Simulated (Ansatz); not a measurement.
Write the native input for Ansatz 0.2.0 that does the following.

```
Task                  : relaxation of cell and atoms
Functional            : PBEsol
Potentials or basis   : Ansatz PAW
Cutoff                : 420 eV (not typed: the program's choice for these potentials)
k mesh                : 8 × 8 × 8
Occupations           : fermi-dirac, width 0.05 eV
Spin                  : no spin polarisation
Target pressure       : 5 GPa
Target pressure (GPa) : 5
```

Crystal: RuAu.

```xyz
2
Lattice="3.1648 0.0000 0.0000 0.0000 3.1648 0.0000 0.0000 0.0000 3.1648" Properties=species:S:1:pos:R:3 pbc="T T T"
Ru    0.0000    0.0000    0.0000
Au    1.5824    1.5824    1.5824
```

The cell was built by a generator and needn't be a form met in nature.

One way to write it, as run:

input.yaml

```yaml
crystal:
  lattice:
    - [3.16481, 0.0, 0.0]
    - [0.0, 3.16481, 0.0]
    - [0.0, 0.0, 3.16481]
  atoms:
    - { symbol: Ru, position: [0.0, 0.0, 0.0] }
    - { symbol: Au, position: [0.5, 0.5, 0.5] }
hamiltonian:
  xc: pbesol
  pseudopotentials: { kind: paw }
kpoints:
  mp_grid: { grid: [8, 8, 8] }
scf:
  occupations: { method: fermi_dirac, width: 0.05 }
output:
  forces: true
  stress: true
  eigenvalues: true
relax:
  f_tol: 0.01
  max_steps: 40
  cell: { stress_tol: 0.05, p_target: 5.0 }
```

Potentials or basis: Ansatz PAW.

Launch:

```bash
$ ansatz run input.yaml --threads 2 --pin off --max-ram 5632MiB --backend cpu --events-out ev --progress --plain --runs-dir out
```

Results of the run:

| Property | Result |
| --- | --- |
| Relaxed volume | 14.92 Å³/atom |
| Relaxed cell | a = 3.101 Å, b = 3.101 Å, c = 3.101 Å, α = 90.00°, β = 90.00°, γ = 90.00° |
| Space group after relaxing (to 0.05 Å) | Pm-3m (No. 221) |
| Energy change on relaxing (the enthalpy is what falls) | -13.6 meV/atom |
| Ionic steps | 5 |
| Pressure after relaxing | 5.0 GPa |
| Band gap on the k mesh | none (metal or under the smearing width) |

Caveat: the plane-wave basis is chosen anew once the cell has moved, so the energies of steps on either side of that aren't comparable; the PAW data sets come from PBE, with cores solved anew for the run's functional, which leaves a small shift of forces and pressure.

Run time: 5.4 s on 2 threads of Arm Neoverse V1, with other jobs on the host, peak memory 0.32 GiB.
